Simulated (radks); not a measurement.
**Sc⁴⁺ in [Ne] 3s2 3p5: an all-electron calculation**

What are the levels of the scandium ion Sc4+, how large are its shells, and how does its energy divide?

Method: scalar-relativistic Kohn-Sham, LDA (Slater exchange, Perdew-Wang correlation), spin-polarised, spherical densities, finite nucleus; open shells are filled with parallel spins first. Code: radks (a radial shooting solver on a logarithmic mesh, Libxc functionals) version 1.

**1. Starting point**

- element: scandium (Z = 21)
- charge: +4
- electrons: 17
- configuration: [Ne] 3s2 3p5
- nuclear rms radius: 3.5459 fm

The outer shells:

Sc⁴⁺
```
[Ne] core
3s [↑↓]
3p [↑↓][↑↓][↑ ]
```

**2. Self-consistent calculation**

Input:

```text
Z 21
configuration [Ne] 3s2 3p5
relativity scalar-relativistic
functional lda,pw
spin polarised
nucleus finite rms 3.5459 fm
c 137.035999084
```

**Question.** What will this run give?

**Answer**, as computed:

```
                        quantity                     value
                    total energy        -757.95689 hartree
exchange-correlation share of it                    4.69 %
                            −T/E                    1.0072
          highest occupied level       3p down, -82.674 eV
    most extended occupied level  3p down, <r> = 1.09 bohr
 radius at density 0.001 e/bohr³                 2.59 bohr
    maxima of the radial density                         3
         ionisation energy, NIST      91.95 (semi-emp.) eV
```

3 principal shells are occupied and 3 maxima appear in the radial density. Relativity lifts −T/E to 1.007. The top level binds by 82.674 eV, 90 % of the NIST ionisation energy of 91.95 eV; the potential of a semilocal functional falls off too fast, so its top eigenvalue is too shallow. Open shells are spherical and high-spin; term and fine-structure splittings are not resolved.
